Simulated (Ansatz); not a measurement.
# interstitial Li in Si: hop to the nearest equivalent void

Wanted: the energy profile along the hop to the nearest equivalent void, from relaxed end points and a band of images. The host cell (diamond) has 16 atoms, cell charge +1; the extra atom is the last.

Program: Ansatz 0.2.0. Level of theory: DFT PBE, plane waves, PAW, scalar-relativistic, no spin polarisation. These are calculated values, not measurements.

## 1. The structure to begin with

The cell holds 17 atoms (LiSi16): a = 7.679 Å, b = 7.679 Å, c = 7.679 Å, α = 60.00°, β = 60.00°, γ = 60.00°.

As a file:

```xyz
17
Lattice="0.0000 5.4300 5.4300 5.4300 0.0000 5.4300 5.4300 5.4300 0.0000" Properties=species:S:1:pos:R:3 pbc="T T T"
Si    0.0000    0.0000    0.0000
Si    1.3575    1.3575    1.3575
Si    2.7150    2.7150    0.0000
Si    4.0725    4.0725    1.3575
Si    2.7150    0.0000    2.7150
Si    4.0725    1.3575    4.0725
Si    5.4300    2.7150    2.7150
Si    6.7875    4.0725    4.0725
Si    0.0000    2.7150    2.7150
Si    1.3575    4.0725    4.0725
Si    2.7150    5.4300    2.7150
Si    4.0725    6.7875    4.0725
Si    2.7150    2.7150    5.4300
Si    4.0725    4.0725    6.7875
Si    5.4300    5.4300    5.4300
Si    6.7875    6.7875    6.7875
Li    2.7760    2.7689    2.6762
```

## 2. End point A

Input file input.yaml:

```yaml
crystal:
  lattice:
    - [0.0, 5.43, 5.43]
    - [5.43, 0.0, 5.43]
    - [5.43, 5.43, 0.0]
  atoms:
    - { symbol: Si, position: [0.0, 0.0, 0.0] }
    - { symbol: Si, position: [0.125, 0.125, 0.125] }
    - { symbol: Si, position: [0.0, 0.0, 0.5] }
    - { symbol: Si, position: [0.125, 0.125, 0.625] }
    - { symbol: Si, position: [0.0, 0.5, 0.0] }
    - { symbol: Si, position: [0.125, 0.625, 0.125] }
    - { symbol: Si, position: [0.0, 0.5, 0.5] }
    - { symbol: Si, position: [0.125, 0.625, 0.625] }
    - { symbol: Si, position: [0.5, 0.0, 0.0] }
    - { symbol: Si, position: [0.625, 0.125, 0.125] }
    - { symbol: Si, position: [0.5, 0.0, 0.5] }
    - { symbol: Si, position: [0.625, 0.125, 0.625] }
    - { symbol: Si, position: [0.5, 0.5, 0.0] }
    - { symbol: Si, position: [0.625, 0.625, 0.125] }
    - { symbol: Si, position: [0.5, 0.5, 0.5] }
    - { symbol: Si, position: [0.625, 0.625, 0.625] }
    - { symbol: Li, position: [0.2457815, 0.2470819, 0.2641527] }
total_charge: 1
basis:
  ecutwfc: 420.0
kpoints:
  mp_grid: { grid: [2, 2, 2] }
hamiltonian:
  xc: pbe
  pseudopotentials: { kind: paw, azcp: { folder: soft_1 } }
scf:
  occupations: { method: fermi_dirac, width: 0.05 }
  lower_state_search: "off"
relax:
  f_tol: 0.03
  max_steps: 60
  adjacent_minimum: "off"
```

Run with:

```console
$ ansatz run input.yaml --threads 1 --pin off --max-ram 3072MiB --backend cpu --events-out ev --progress --plain --runs-dir out
```

The log of the run, cut to the lines that bear on the results:

```text
Warning: RAYON_NUM_THREADS=1 ignored (pool sized by the plan → 1); use --threads N
[...]
Pseudopotentials: kind: paw
Pseudopotential: Si, paw, valence charge 4, recommended cutoff 420 eV (normal), <dir>
Pseudopotential: Li, paw, valence charge 3, recommended cutoff 420 eV (normal), <dir>
Functional definition: PBE
[...]
Crystal: 17 atoms, lattice volume = 320.206 Å³
Basis set: ecut = 420 eV, 6231 PW (Γ), exchange–correlation on 108×108×108 points (8 copies of the dense FFT grid, shifted against one another)
Bands: 50, of which v1, the nominal top of the filled ones, is band 33 counted from 1 (32 counted from 0)
Symmetry: 1 space group operations
Space group: P1 (ITA 1), of the structure as read, at distance tolerance 6.8e-5 Å
k-points: 8
[...]
SCF iter   1: F=—  HF=-10385.556283 eV  |F-HF|=—  |Δ(HF+E_count)|=         —  Δρ=4.98e-2  dr2=1.12e1  ethr=3.10e-3  ⟨swp⟩=10.4  Hψ=2424  notcnv=0  defer=15
[...]
relax step   1: F+E_penalty+E_count = -10382.75866738 eV  Δ(F+E_penalty+E_count) = +0.000e0 eV  max|allowed force component| = 7.469e-1 eV/Å  Δτ_max = 0.0000 Å  (7 SCF iters, dr2 threshold 2.25e-5 eV, accepted)
[...]
relax step   3: F+E_penalty+E_count = -10382.88846092 eV  Δ(F+E_penalty+E_count) = -8.497e-3 eV  max|allowed force component| = 3.919e-2 eV/Å  Δτ_max = 0.0336 Å  (5 SCF iters, dr2 threshold 1.47e-6 eV, accepted)
[...]
  F+E_penalty+E_count = -10382.88933537 eV   max|allowed force component| = 1.322e-3 eV/Å
  atoms:
    - { symbol: Si, position: [-0.0002852891709095586, -0.00019649040076323421, 0.0009586957542485671] }
    - { symbol: Si, position: [0.12248832204601474, 0.1225645912691901, 0.12356376363150207] }
    - { symbol: Si, position: [-0.0022200763449108365, -0.002149675773714831, 0.5028350854065577] }
    - { symbol: Si, position: [0.1224291594265551, 0.12250446083312252, 0.6327992490056636] }
    - { symbol: Si, position: [-0.002190447067453416, 0.5018181535992193, -0.0011929761091112878] }
    - { symbol: Si, position: [0.12247641409930743, 0.6316599328458329, 0.12355115323287214] }
    - { symbol: Si, position: [-0.002226223231313107, 0.501776972482338, 0.5028266152873659] }
    - { symbol: Si, position: [0.12724197421465755, 0.6240097095583901, 0.6249657676814727] }
    - { symbol: Si, position: [0.5017403768312252, -0.0021173765059633864, -0.0011906452822333102] }
    - { symbol: Si, position: [0.6315723304199397, 0.12255633074271072, 0.12355520695745759] }
    - { symbol: Si, position: [0.5017001264842039, -0.0021539472914431645, 0.5028293512123125] }
    - { symbol: Si, position: [0.6239392422174714, 0.12730868137284107, 0.6249679294868504] }
    - { symbol: Si, position: [0.5017324641881034, 0.5018126208347331, -0.0011976904885301343] }
    - { symbol: Si, position: [0.6239665793367053, 0.6240395195646542, 0.12818393399620376] }
    - { symbol: Si, position: [0.49978339367902447, 0.49985015771052754, 0.500726292049039] }
    - { symbol: Si, position: [0.6239338160487042, 0.624005922469296, 0.6249614200162601] }
    - { symbol: Li, position: [0.24969933682267526, 0.24979233668902973, 0.25100954816206955] }
```

It took 15 s on 1 thread of Intel Xeon Platinum 8488C (Sapphire Rapids), shared host; peak memory 0.56 GiB.

Step by step:

```tsv
step	energy from step 1 (eV/cell)	largest force component (eV/Å)
1	0.0000	0.7469
2	-0.1213	0.1532
3	-0.1298	0.0392
4	-0.1307	0.0013
```

Step 1 is the start.

The atom that moved most is Li17, by 0.08 Å.

## 3. End point B

The second end starts from a geometry with the move made by hand.

input.yaml: that of step 2 with these lines changed.

```diff
@@ -22,3 +22,3 @@
     - { symbol: Si, position: [0.625, 0.625, 0.625] }
-    - { symbol: Li, position: [0.2457815, 0.2470819, 0.2641527] }
+    - { symbol: Li, position: [0.3774161, -0.124805, 0.36529828] }
 total_charge: 1
```

Run with:

```console
$ ansatz run input.yaml --threads 1 --pin off --max-ram 3072MiB --backend cpu --events-out ev --progress --plain --runs-dir out
```

The log of the run, cut to the lines that bear on the results:

```text
Warning: RAYON_NUM_THREADS=1 ignored (pool sized by the plan → 1); use --threads N
[...]
[... 4 set-up lines as earlier in the session ...]
[...]
Crystal: 17 atoms, lattice volume = 320.206 Å³
Basis set: ecut = 420 eV, 6231 PW (Γ), exchange–correlation on 108×108×108 points (8 copies of the dense FFT grid, shifted against one another)
Bands: 50, of which v1, the nominal top of the filled ones, is band 33 counted from 1 (32 counted from 0)
[... 2 set-up lines as earlier in the session ...]
k-points: 8
[...]
SCF iter   1: F=—  HF=-10385.562161 eV  |F-HF|=—  |Δ(HF+E_count)|=         —  Δρ=4.98e-2  dr2=1.12e1  ethr=3.10e-3  ⟨swp⟩=10.5  Hψ=2476  notcnv=0  defer=18
[...]
    - { symbol: Si, position: [0.12512405238007585, 0.6250085408617435, 0.12449997753210174] }
    - { symbol: Si, position: [0.0009405027013788536, 0.5008158735309225, 0.49704256673692704] }
    - { symbol: Si, position: [0.12316552458016294, 0.6230289201285916, 0.6264473823753417] }
    - { symbol: Si, position: [0.5024541816623163, 0.0023264862590319235, -0.007503229066769895] }
    - { symbol: Si, position: [0.6271161828402207, 0.12699580435047964, 0.1224291293637142] }
    - { symbol: Si, position: [0.5024050237583575, 0.0022748921869227834, 0.501695765517076] }
    - { symbol: Si, position: [0.6251612628508184, 0.1250101136820666, 0.6243468367382917] }
    - { symbol: Si, position: [0.4976661938055418, 0.5008365836479048, 0.0002812613001859643] }
    - { symbol: Si, position: [0.6271234655233162, 0.6230546854389702, 0.12244547551735019] }
    - { symbol: Si, position: [0.5024259366953554, 0.49315674309559215, 0.5017192540206588] }
    - { symbol: Si, position: [0.62709659949812, 0.6230196399130287, 0.6264397910991483] }
    - { symbol: Li, position: [0.37517327006933066, -0.12498687047583856, 0.3743024394735127] }
```

It took 19 s on 1 thread of Intel Xeon Platinum 8488C (Sapphire Rapids), shared host; peak memory 0.56 GiB.

Step by step:

```tsv
step	energy from step 1 (eV/cell)	largest force component (eV/Å)
1	0.0000	0.6808
2	-0.1149	0.1195
3	-0.1203	0.0361
4	-0.1208	0.0012
```

Step 1 is the start.

The atom that moved most is Li17, by 0.06 Å.

## 4. The band

crystal.atoms is end A as relaxed above, and neb.final_atoms is end B. With 3 inner images the band has 5 in all.

Input file input.yaml:

```yaml
crystal:
  lattice:
    - [0.0, 5.43, 5.43]
    - [5.43, 0.0, 5.43]
    - [5.43, 5.43, 0.0]
  atoms:
    - { symbol: Si, position: [-0.00028529, -0.00019649, 0.0009587] }
    - { symbol: Si, position: [0.12248832, 0.12256459, 0.12356376] }
    - { symbol: Si, position: [-0.00222008, -0.00214968, 0.50283509] }
    - { symbol: Si, position: [0.12242916, 0.12250446, 0.63279925] }
    - { symbol: Si, position: [-0.00219045, 0.50181815, -0.00119298] }
    - { symbol: Si, position: [0.12247641, 0.63165993, 0.12355115] }
    - { symbol: Si, position: [-0.00222622, 0.50177697, 0.50282662] }
    - { symbol: Si, position: [0.12724197, 0.62400971, 0.62496577] }
    - { symbol: Si, position: [0.50174038, -0.00211738, -0.00119065] }
    - { symbol: Si, position: [0.63157233, 0.12255633, 0.12355521] }
    - { symbol: Si, position: [0.50170013, -0.00215395, 0.50282935] }
    - { symbol: Si, position: [0.62393924, 0.12730868, 0.62496793] }
    - { symbol: Si, position: [0.50173246, 0.50181262, -0.00119769] }
    - { symbol: Si, position: [0.62396658, 0.62403952, 0.12818393] }
    - { symbol: Si, position: [0.49978339, 0.49985016, 0.50072629] }
    - { symbol: Si, position: [0.62393382, 0.62400592, 0.62496142] }
    - { symbol: Li, position: [0.24969934, 0.24979234, 0.25100955] }
total_charge: 1
basis:
  ecutwfc: 420.0
kpoints:
  mp_grid: { grid: [2, 2, 2] }
hamiltonian:
  xc: pbe
  pseudopotentials: { kind: paw, azcp: { folder: soft_1 } }
scf:
  occupations: { method: fermi_dirac, width: 0.05 }
  lower_state_search: "off"
neb:
  images: 3
  f_tol: 0.03
  initial_path: linear
  max_iterations: 80
  final_atoms:
    - { symbol: Si, position: [0.00095717, -0.00244916, 0.00027745] }
    - { symbol: Si, position: [0.12318476, 0.12700101, 0.12243982] }
    - { symbol: Si, position: [-0.00669329, 0.00228965, 0.50171151] }
    - { symbol: Si, position: [0.12315259, 0.12697152, 0.62643534] }
    - { symbol: Si, position: [0.00096267, 0.50084056, 0.00028752] }
    - { symbol: Si, position: [0.12512405, 0.62500854, 0.12449998] }
    - { symbol: Si, position: [0.0009405, 0.50081587, 0.49704257] }
    - { symbol: Si, position: [0.12316552, 0.62302892, 0.62644738] }
    - { symbol: Si, position: [0.50245418, 0.00232649, -0.00750323] }
    - { symbol: Si, position: [0.62711618, 0.1269958, 0.12242913] }
    - { symbol: Si, position: [0.50240502, 0.00227489, 0.50169577] }
    - { symbol: Si, position: [0.62516126, 0.12501011, 0.62434684] }
    - { symbol: Si, position: [0.49766619, 0.50083658, 0.00028126] }
    - { symbol: Si, position: [0.62712347, 0.62305469, 0.12244548] }
    - { symbol: Si, position: [0.50242594, 0.49315674, 0.50171925] }
    - { symbol: Si, position: [0.6270966, 0.62301964, 0.62643979] }
    - { symbol: Li, position: [0.37517327, -0.12498687, 0.37430244] }
  order_check: true
```

Run with:

```console
$ ansatz run input.yaml --threads 1 --pin off --max-ram 3072MiB --backend cpu --events-out ev --progress --plain --runs-dir out
```

The log of the run, cut to the lines that bear on the results:

```text
Warning: neb: disabling space-group detection — the band's intermediate images generally break the endpoint symmetry, so no spatial operation reduces the k-mesh or symmetrises the density, except that a semilocal band can use its path's symmetry ahead of convergence; time reversal is [...]
Warning: RAYON_NUM_THREADS=1 ignored (pool sized by the plan → 1); use --threads N
[...]
[... 4 set-up lines as earlier in the session ...]
[...]
NEB image 0
Crystal: 17 atoms, lattice volume = 320.206 Å³
Basis set: ecut = 420 eV, 6231 PW (Γ), exchange–correlation on 108×108×108 points (8 copies of the dense FFT grid, shifted against one another)
Bands: 50, of which v1, the nominal top of the filled ones, is band 33 counted from 1 (32 counted from 0)
[... 1 set-up line as earlier in the session ...]
k-points: 8
[...]
SCF iter   1: F=—  HF=-10385.470030 eV  |F-HF|=—  |Δ(HF+E_count)|=         —  Δρ=4.96e-2  dr2=1.03e1  ethr=3.10e-3  ⟨swp⟩=11.2  Hψ=2517  notcnv=0  defer=9
[...]
NSCF: frozen V_eff on 8 k-points
NEB image 4
[...]
NSCF: frozen V_eff on 8 k-points
NEB end point (image 0): max|allowed force component| = 1.276e-3 eV/Å (the criterion of neb.relax_end_points is 1.000e-2)
NEB end point (image 4): max|allowed force component| = 1.175e-3 eV/Å (the criterion of neb.relax_end_points is 1.000e-2)
NEB image 1
[...]
SCF iter   7: F=—  HF=-10382.465133 eV  |F-HF|=—  |Δ(HF+E_count)|=   9.49e-5  Δρ=7.95e-6  dr2=2.28e-7  ethr=6.53e-9  ⟨swp⟩=2.0  Hψ=654  notcnv=0  defer=53
[...]
NEB image 2
[...]
NEB image 3
[...]
NEB iter   1: max|band force component| = 8.223e-1 eV/Å  barrier→ = 0.8022 eV  barrier← = 0.8022 eV  Δτ_max = 0.0895 Å  (40 SCF iters)
[...]
NEB iter   2: max|band force component| = 2.266e-1 eV/Å  barrier→ = 0.6260 eV  barrier← = 0.6260 eV  CI = image 2  Δτ_max = 0.0856 Å  (18 SCF iters)
[...]
NEB iter   3: max|band force component| = 4.975e-2 eV/Å  barrier→ = 0.5855 eV  barrier← = 0.5855 eV  CI = image 2  Δτ_max = 0.0093 Å  (19 SCF iters)
NEB image 1
[...]
NEB image 2
[...]
NEB image 3
NEB image 1
NSCF: frozen V_eff on 8 k-points
NEB image 3
NSCF: frozen V_eff on 8 k-points
NEB image 2
```

## 5. The output, continued: band between the two ends

Output, continued, cut to the lines that bear on the results:

```text
NSCF: frozen V_eff on 8 k-points
the search or the solves at the SCF's close seem to have found levels that the self-consistency loop had missed (the run counts 1). By its estimate they hold under 1e-12 electrons; where the run keeps them, the occupations were computed again with them
NEB image 2, as the band closes
[...]
NEB point 1 about image 2
[...]
NEB point 2 about image 2
NEB point 3 about image 2
[...]
NEB point 4 about image 2
[...]
NEB point 5 about image 2
[...]
NEB point 6 about image 2
[...]
NEB point 7 about image 2
[...]
NEB point 8 about image 2
[...]
NEB point 9 about image 2
[...]
NEB point 10 about image 2
[...]
NEB point 11 about image 2
[...]
NEB point 12 about image 2
[...]
NEB point 13 about image 2
[...]
NEB point 14 about image 2
[...]
NEB point 15 about image 2
[...]
NEB point 16 about image 2
[...]
NEB point 17 about image 2
[...]
NEB point 18 about image 2
[...]
    - { symbol: Si, position: [-0.0008785061150839713, 0.49467396514726225, 0.507028236793361] }
    - { symbol: Si, position: [0.11804963484415698, 0.6301647936313626, 0.6259567275144771] }
    - { symbol: Si, position: [0.5060382770900987, 0.004057310234229061, -0.016188728530266483] }
    - { symbol: Si, position: [0.6412655756532599, 0.12078420201334578, 0.11903918171978062] }
    - { symbol: Si, position: [0.5060381034450232, 0.004056085943698495, 0.5062221316248068] }
    - { symbol: Si, position: [0.6152387347837556, 0.1540449262219183, 0.6154215571640356] }
    - { symbol: Si, position: [0.5068444165052075, 0.49467577617853603, -0.0006958038384373699] }
    - { symbol: Si, position: [0.6257732467650869, 0.6301652039432901, 0.11823339225489227] }
    - { symbol: Si, position: [0.49129545891876236, 0.5258749963405394, 0.49147886503894067] }
    - { symbol: Si, position: [0.6257740569076073, 0.6301642644759544, 0.6259569163412589] }
    - { symbol: Li, position: [0.3124463953891289, 0.06241955883397618, 0.31263186276282945] }
```

Wall time 3.7 min (1 thread of Intel Xeon Platinum 8488C (Sapphire Rapids), shared host); peak memory 0.79 GiB.

## 6. Images and barrier

Images 0 and 4 are the ends. Energies count from image 0; the path length is the program's own measure over all atoms.

```tsv
image	path (Å)	energy (eV)	Li17 x y z (Å)	band force (eV/Å)
0	0.000	0.0000	2.72 2.72 2.71	-
1	0.630	0.2568	2.41 3.03 2.40	0.018
2*	1.260	0.5845	2.04 3.39 2.04	0.013
3	1.891	0.2566	1.66 3.76 1.67	0.018
4	2.521	0.0000	1.35 4.07 1.36	-
```

The star marks the climbing image.

image, energy (eV) and a bar:
```
        0      0.000 
        1      0.257 #############
        2      0.585 ##############################
        3      0.257 #############
        4      0.000
```

How the highest energy settled:

```tsv
iteration	highest image above image 0 (eV)	largest band force (eV/Å)
1	0.8022	0.822
2	0.6260	0.227
3	0.5855	0.050
4	0.5845	0.018
```

The band as a trajectory file:

```xyz
17
Lattice="0.000 5.430 5.430 5.430 0.000 5.430 5.430 5.430 0.000" Properties=species:S:1:pos:R:3 pbc="T T T" image=0 dE=0.0000
Si    0.004    0.004   -0.003
Si    1.336    1.336    1.331
Si    2.719    2.718   -0.024
Si    4.101    4.101    1.330
Si    2.718   -0.018    2.713
Si    4.101    1.336    4.095
Si    5.455    2.718    2.713
Si    6.782    4.084    4.079
Si   -0.018    2.718    2.713
Si    1.336    4.100    4.095
Si    2.719    5.455    2.713
Si    4.085    6.782    4.079
Si    2.718    2.718    5.449
Si    4.085    4.084    6.777
Si    5.433    5.433    5.428
Si    6.782    6.782    6.776
Li    2.719    2.719    2.712
17
Lattice="0.000 5.430 5.430 5.430 0.000 5.430 5.430 5.430 0.000" Properties=species:S:1:pos:R:3 pbc="T T T" image=1 dE=0.2568
Si   -0.092    0.095   -0.095
Si    1.299    1.305    1.295
Si    2.757    2.677   -0.045
Si    4.129    4.135    1.295
Si    2.684   -0.013    2.681
Si    3.996    1.437    3.993
Si    5.446    2.749    2.681
Si    6.816    4.047    4.071
Si   -0.042    2.677    2.753
Si    1.299    4.135    4.125
Si    2.757    5.476    2.753
Si    4.163    6.701    4.160
Si    2.684    2.749    5.443
Si    4.075    4.047    6.813
Si    5.512    5.352    5.508
Si    6.816    6.789    6.813
Li    2.408    3.025    2.405
17
Lattice="0.000 5.430 5.430 5.430 0.000 5.430 5.430 5.430 0.000" Properties=species:S:1:pos:R:3 pbc="T T T" image=2 dE=0.5845
Si   -0.105    0.106   -0.106
Si    1.302    1.292    1.301
Si    2.771    2.660   -0.067
Si    4.139    4.128    1.301
Si    2.682   -0.009    2.681
Si    3.979    1.452    3.978
Si    5.439    2.748    2.681
Si    6.821    4.040    4.063
Si   -0.066    2.660    2.770
Si    1.302    4.128    4.138
Si    2.771    5.497    2.770
Si    4.178    6.682    4.177
Si    2.682    2.748    5.438
Si    4.064    4.040    6.820
Si    5.524    5.336    5.523
Si    6.821    6.797    6.820
Li    2.037    3.394    2.036
17
Lattice="0.000 5.430 5.430 5.430 0.000 5.430 5.430 5.430 0.000" Properties=species:S:1:pos:R:3 pbc="T T T" image=3 dE=0.2566
Si   -0.090    0.088   -0.088
Si    1.316    1.313    1.318
Si    2.774    2.653   -0.054
Si    4.115    4.111    1.318
Si    2.687   -0.001    2.688
Si    3.992    1.436    3.993
Si    5.428    2.741    2.688
Si    6.819    4.039    4.058
Si   -0.056    2.653    2.776
Si    1.316    4.111    4.116
Si    2.774    5.484    2.776
Si    4.165    6.693    4.166
Si    2.687    2.741    5.430
Si    4.057    4.039    6.820
Si    5.507    5.351    5.508
Si    6.819    6.801    6.820
Li    1.665    3.763    1.666
17
Lattice="0.000 5.430 5.430 5.430 0.000 5.430 5.430 5.430 0.000" Properties=species:S:1:pos:R:3 pbc="T T T" image=4 dE=0.0000
Si   -0.012    0.007   -0.008
Si    1.354    1.334    1.359
Si    2.737    2.688   -0.024
Si    4.091    4.070    1.358
Si    2.721    0.007    2.725
Si    4.070    1.355    4.073
Si    5.418    2.704    2.725
Si    6.785    4.070    4.052
Si   -0.028    2.688    2.741
Si    1.354    4.070    4.095
Si    2.737    5.452    2.740
Si    4.069    6.785    4.073
Si    2.721    2.704    5.422
Si    4.048    4.070    6.788
Si    5.402    5.453    5.406
Si    6.785    6.807    6.788
Li    1.354    4.070    1.359
```

## 7. Outcome

| quantity | value |
| --- | --- |
| end A | 3 moves, 0.131 eV lower |
| end B | 3 moves, 0.121 eV lower |
| barrier forwards | 0.585 eV |
| barrier backwards | 0.585 eV |
| second end relative to first | 0.000 eV |
| highest image | 2 of 0 to 4, climbing |
| band iterations | 4 |
| lowest curvatures at the top | -2.16 and 0.89 eV/Å² |

**Reading.** The barrier from the first end is 0.58 eV, 23 times kT at 300 K, which at an assumed attempt frequency of 10^13 s⁻¹ means a rate near 10^3 s⁻¹. Both ends agree in energy to 1 meV. The test of curvatures at the top gave "unresolved", so the point may be no simple saddle. The value is not shown to be converged in cell size (17 atoms) or k-mesh. The charged cell sits in a uniform background, with no correction for images.
